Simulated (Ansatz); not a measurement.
# F2ISi: rigid scan of one bond length

How does the energy of F2ISi change as one bond is stretched? The task is a rigid scan of one bond length, for F2ISi. SMILES: F[Si](F)I.

All numbers are computed with Ansatz 0.2.0, driven from Python. Level of theory: Hartree-Fock/def2-SVP.

**1. The system**

Bond lengths: F1–Si2 1.609 Å, Si2–F3 1.576 Å, Si2–I4 2.441 Å. Angles: F1–Si2–F3 106.2°, F1–Si2–I4 111.8°, F3–Si2–I4 106.6°.

No structure file is read: the coordinates are typed or built in the script.

**2. The code**

The input, run_scan.py:

```python
"""Potential curve of F2ISi along one bond."""

import logging
import sys
import warnings

import ansatz as az
import numpy as np

logging.basicConfig(stream=sys.stdout, format="%(name)s: %(message)s")
log = logging.getLogger("f2isi")
log.setLevel(logging.INFO)

config = {
    "basis": "def2-SVP",
    "xc": "hf",
}


def main() -> None:
    warnings.simplefilter("ignore", az.DeckWarning)

    geometry_ang = [
        ("F", (-0.8907, -1.1949, 0.6651)),
        ("Si", (0.0037, 0.1333, 0.5039)),
        ("F", (1.4936, -0.3559, 0.3444)),
        ("I", (-0.551, 1.3571, -1.5336)),
    ]
    molecule = az.Crystal.molecule()
    for symbol, xyz in geometry_ang:
        molecule = molecule.atom(symbol, xyz)

    symbols = [site.symbol for site in molecule.cartesian_sites]
    start = np.array([site.position_ang for site in molecule.cartesian_sites])
    axis = (start[3] - start[1]) / np.linalg.norm(start[3] - start[1])
    moving = [3]
    lengths, energies = [2.148, 2.245, 2.343, 2.441, 2.538, 2.636, 2.734, 2.88], []
    for length in lengths:
        xyz = start.copy()
        xyz[moving] += (length - np.linalg.norm(start[3] - start[1])) * axis
        point = az.Crystal.molecule()
        for symbol, place in zip(symbols, xyz):
            point = point.atom(symbol, place.tolist())
        setup = (
            point.calculation()
            .basis(gaussian=config["basis"])
            .functional(config["xc"])
            .spin("collinear", total=1)
        )
        report = setup.run().report
        energies.append(report["free_energy_ev"])
        log.info(f"r = {length:6.3f} A  E = {energies[-1]:.5f} eV  <S^2> = {abs(report['mean_field']['state']['spin_squared']):.3f}")

    # quartic fit about the minimum
    fit = np.polynomial.Polynomial.fit(lengths, np.array(energies) - min(energies), 4).convert()
    roots = [r.real for r in fit.deriv().roots() if abs(r.imag) < 1e-9 and fit.deriv(2)(r.real) > 0]
    r_e = min(roots, key=lambda r: abs(r - lengths[int(np.argmin(energies))]))
    log.info(f"minimum of the fit at {r_e:.4f} A, force constant {fit.deriv(2)(r_e):.2f} eV/A^2")


if __name__ == "__main__":
    main()
```

**3. The input behind the calls**

The package turns the script's settings into the engine's input (first run):

```yaml
crystal:
  periodic: [false, false, false]
  atoms:
    - { symbol: F, position_ang: [-0.8907, -1.1949, 0.6651] }
    - { symbol: Si, position_ang: [0.0037, 0.1333, 0.5039] }
    - { symbol: F, position_ang: [1.4936, -0.3559, 0.3444] }
    - { symbol: I, position_ang: [-0.4844873124395341, 1.2103572074337512, -1.28928847862908] }
basis:
  gaussian:
    orbitals: def2-SVP
hamiltonian:
  xc: hf
magnetization:
  spin_polarized: true
  initial_magnetization: 1.0
```

**4. The run**

Launch:

```
python run_scan.py
```

**Question.** What results will this script give? Wanted: range of energy; lowest point, distance.

**Answer**, as computed:

| quantity | value |
| --- | --- |
| bond length at the fit's minimum | 2.4474 Å |
| runs compared | 8 |
| range of energy | 0.830 eV |
| lowest point, distance (Å) | 2.44 |

What this shows: The lowest point, at 2.44, lies inside the range. The ends stand 0.83 and 0.542 eV above it. The distance scanned is the script's pair 1, 3. The rest of the molecule is held rigid at a force-field or estimated start geometry, and the basis set is modest; single-reference methods fail as a bond breaks. def2 sets replace the cores of elements past krypton by effective core potentials. The run takes the species as open-shell (spin multiplicity 2), which needn't be its ground state. Spin-orbit coupling of the heavy open-shell atom is left out.
